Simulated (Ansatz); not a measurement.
This script drives the Ansatz DFT code, driven from Python.

`methods.py`
```python
'''One geometry of CH8AlNSi, method by method.'''

import logging
import sys

import ansatz as az

logging.basicConfig(stream=sys.stdout, format='[%(levelname)s] %(message)s')
logger = logging.getLogger('calc')
logger.setLevel(logging.INFO)

BASIS = 'def2-SVP'

GEOMETRY = '''
C    -0.13780    2.09310   -0.14790
Si   -0.52310    0.30650   -0.32650
N     0.91740   -0.60280    0.11900
Al    0.60800   -2.45380   -0.01850
H    -1.09320    2.69910   -0.46270
H     0.08100    2.38650    0.89010
H     0.67990    2.42470   -0.82300
H    -1.59610   -0.04090    0.55410
H    -0.87240    0.02770   -1.67880
H     1.12450   -0.41170    1.16850
H     1.71850   -3.51430    0.14490
H    -0.82980   -2.96910    0.61480
'''

system = az.Crystal.molecule()
for line in GEOMETRY.strip().splitlines():
    symbol, *xyz = line.split()
    system = system.atom(symbol, [float(v) for v in xyz])

calc = system.calculation().basis(gaussian=BASIS)

methods = ['mp2', 'ccsd', 'ccsd_t']
reports = [calc.correlation(m).run(threads=1, pin='off').report for m in methods]
logger.info(f'Hartree-Fock reference {reports[0]["reference_energy_ev"] / 27.211386246:.6f} Ha')
best = reports[-1]['free_energy_ev'] - reports[-1]['reference_energy_ev']
for method, each in zip(methods, reports):
    gained = each['free_energy_ev'] - each['reference_energy_ev']
    logger.info(f'{method:8s} total {each["free_energy_ev"] / 27.211386246:.6f} Ha  correlation {gained:9.4f} eV  ({100 * gained / best:.1f} % of the last)')
```

It is started by `python methods.py`. Estimate its wall time and peak memory on 1 thread of Intel(R) Xeon(R) Platinum 8259CL CPU @ 2.50GHz (Skylake/Cascade Lake), on a shared host.

It took about 29 s, with a peak of 0.49 GiB, for 3 runs of the engine.

Output of `python methods.py`:
```text
[INFO] Hartree-Fock reference -627.596764 Ha
[INFO] mp2      total -628.085363 Ha  correlation  -13.2954 eV  (87.2 % of the last)
[INFO] ccsd     total -628.142160 Ha  correlation  -14.8410 eV  (97.4 % of the last)
[INFO] ccsd_t   total -628.156910 Ha  correlation  -15.2423 eV  (100.0 % of the last)
```

Caveats:
- Total energies depend on the basis set; only differences at equal settings carry meaning.
- The geometry is a force-field or estimated start, not a minimum of this method, and the basis set is short of its limit. A lower total doesn't mark the better method: functionals have no common bound, and MP2 and coupled cluster aren't variational.
- Inner cores stay frozen, so this is valence correlation.
